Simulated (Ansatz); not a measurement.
LiCaF3:

```
Ca F Li
1.0
     3.76124    0.00000    0.00000
     0.00000    3.76124    0.00000
     0.00000    0.00000    3.76124
Ca F Li
1 3 1
Direct
  0.00000 0.00000 0.00000
  0.50000 0.00000 0.50000
  0.50000 0.50000 0.00000
  0.00000 0.50000 0.50000
  0.50000 0.50000 0.50000
```

The cell comes from a database or a generator and needn't be the stable form of this composition.

Base run:

* Program: Ansatz 0.2.0
* Functional: revPBE
* Potentials or basis: Ansatz PAW
* Cutoff: 420 eV (not typed: the program's choice for these potentials)
* k mesh: 7 × 7 × 7
* Occupations: fermi-dirac, width 0.05 eV
* Spin: no spin polarisation

Its results: band gap on the k mesh 6.60 eV, indirect (least direct gap 6.67 eV); pressure 3.7 GPa.

**Question.** After a change of settings the same cell gave: band gap on the k mesh 6.53 eV, indirect (least direct gap 6.60 eV); pressure 0.0 GPa. Which change was it?
A. functional from revPBE to LDA
B. functional from revPBE to RPBE
C. functional from revPBE to BLYP
D. functional from revPBE to PBE

**Answer.** D.

PBE binds more tightly than revPBE, so the same cell stands under less pressure.

Caveats: odd divisions of the mesh miss points on the zone boundary, where band edges often lie, so the gap on the mesh can be too wide; the density of states is complete only up to the lowest level of the last band computed; the PAW data sets come from PBE, with cores solved anew for the run's functional, which leaves a small shift of forces and pressure (some runs).
